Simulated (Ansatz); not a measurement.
Born–Oppenheimer molecular dynamics of a periodic cell of 13 atoms, Te$_{8}$HPd$_{4}$ (host Te2Pd, host structure P-3m1, interstitial H). It goes on from the last frame of an earlier run, with new velocities.

Method: Ansatz 0.2.0, DFT PBEsol, scalar-relativistic, plane waves, PAW. Settings: cutoff 420 eV, k mesh 3x3x2, fermi-dirac smearing 0.05 eV, no spin polarisation.

```json
{
  "ensemble": "NVT, Langevin thermostat",
  "time step": "0.5 fs",
  "steps asked": "200",
  "set temperature": "2100 K",
  "friction": "0.02 /fs",
  "seed": "442081"
}
```

First frame:

```xyz
13
Lattice="-2.0120 3.4849 5.1130 4.0240 0.0000 5.1130 4.0240 6.9698 0.0000" Properties=species:S:1:pos:R:3
Te 4.045 2.349 6.493
Te 2.071 0.895 3.445
Pd -0.056 0.052 -0.117
Te 6.040 6.092 6.695
Te 4.512 4.621 3.747
Pd 2.206 3.637 0.083
Te 1.959 5.340 6.345
Te 0.178 4.649 3.494
Pd 1.986 3.099 5.191
Te 3.902 9.046 6.304
Te 2.123 8.274 3.848
Pd 4.070 6.850 4.926
H 2.789 3.853 3.972
```

**Question.** What does the run give?

**Answer.** The run went to its last step.

```
steps done                                               : 200
time covered                                             : 100 fs
mean temperature over the second half                    : 1731 K
spread of the potential energy over the second half      : 16.5 meV per atom
mean potential energy of the second half above the start : 88.1 meV per atom
```

The mean temperature of the second half is 18 % below the set value. A run of 0.1 ps of so small a system gives no equilibrium averages. The SCF threshold is loose, so the forces are noisy. Limits of this set-up: coarse k mesh, odd electron count without spin, a small cell, in which the defect meets its images.

**Question.** What happens to the structure?

**Answer.** Mean squared displacements from the first frame to the last, about the centre of mass: Te 0.08 Å², Pd 0.13 Å², H 0.77 Å². The details hang on the random start.

**Question.** How do temperature and energy run in time?

**Answer.** 
```json
{"time (fs)": "0", "T (K)": "1938", "potential energy less start (eV)": "0.000"}
{"time (fs)": "3", "T (K)": "1363", "potential energy less start (eV)": "0.184"}
{"time (fs)": "6", "T (K)": "1196", "potential energy less start (eV)": "0.390"}
{"time (fs)": "9", "T (K)": "1535", "potential energy less start (eV)": "0.161"}
{"time (fs)": "12", "T (K)": "1746", "potential energy less start (eV)": "0.553"}
{"time (fs)": "15", "T (K)": "1651", "potential energy less start (eV)": "0.407"}
{"time (fs)": "18", "T (K)": "1572", "potential energy less start (eV)": "0.155"}
{"time (fs)": "21", "T (K)": "1766", "potential energy less start (eV)": "0.115"}
{"time (fs)": "24", "T (K)": "2138", "potential energy less start (eV)": "0.142"}
{"time (fs)": "27", "T (K)": "1939", "potential energy less start (eV)": "0.228"}
{"time (fs)": "30", "T (K)": "1769", "potential energy less start (eV)": "0.423"}
{"time (fs)": "33", "T (K)": "1471", "potential energy less start (eV)": "0.523"}
{"time (fs)": "36", "T (K)": "1665", "potential energy less start (eV)": "0.440"}
{"time (fs)": "39", "T (K)": "1584", "potential energy less start (eV)": "0.455"}
{"time (fs)": "42", "T (K)": "1708", "potential energy less start (eV)": "0.496"}
{"time (fs)": "45", "T (K)": "1870", "potential energy less start (eV)": "0.556"}
{"time (fs)": "48", "T (K)": "1652", "potential energy less start (eV)": "0.669"}
{"time (fs)": "51", "T (K)": "1661", "potential energy less start (eV)": "0.675"}
{"time (fs)": "54", "T (K)": "1847", "potential energy less start (eV)": "0.722"}
{"time (fs)": "57", "T (K)": "2096", "potential energy less start (eV)": "0.825"}
{"time (fs)": "60", "T (K)": "1643", "potential energy less start (eV)": "1.028"}
{"time (fs)": "63", "T (K)": "1347", "potential energy less start (eV)": "1.244"}
{"time (fs)": "66", "T (K)": "1525", "potential energy less start (eV)": "1.380"}
{"time (fs)": "69", "T (K)": "1427", "potential energy less start (eV)": "1.396"}
{"time (fs)": "72", "T (K)": "1619", "potential energy less start (eV)": "1.328"}
{"time (fs)": "75", "T (K)": "1980", "potential energy less start (eV)": "1.270"}
{"time (fs)": "78", "T (K)": "1694", "potential energy less start (eV)": "1.331"}
{"time (fs)": "81", "T (K)": "1767", "potential energy less start (eV)": "1.314"}
{"time (fs)": "84", "T (K)": "1914", "potential energy less start (eV)": "1.271"}
{"time (fs)": "87", "T (K)": "1805", "potential energy less start (eV)": "1.228"}
{"time (fs)": "90", "T (K)": "1566", "potential energy less start (eV)": "1.155"}
{"time (fs)": "93", "T (K)": "1842", "potential energy less start (eV)": "1.125"}
{"time (fs)": "96", "T (K)": "1778", "potential energy less start (eV)": "1.086"}
{"time (fs)": "99", "T (K)": "1833", "potential energy less start (eV)": "1.044"}
```

The run took 7.4 min on 4 threads of Intel(R) Xeon(R) Platinum 8375C CPU @ 2.90GHz (Ice Lake), with other jobs on the host, peak memory 1.4 GiB.
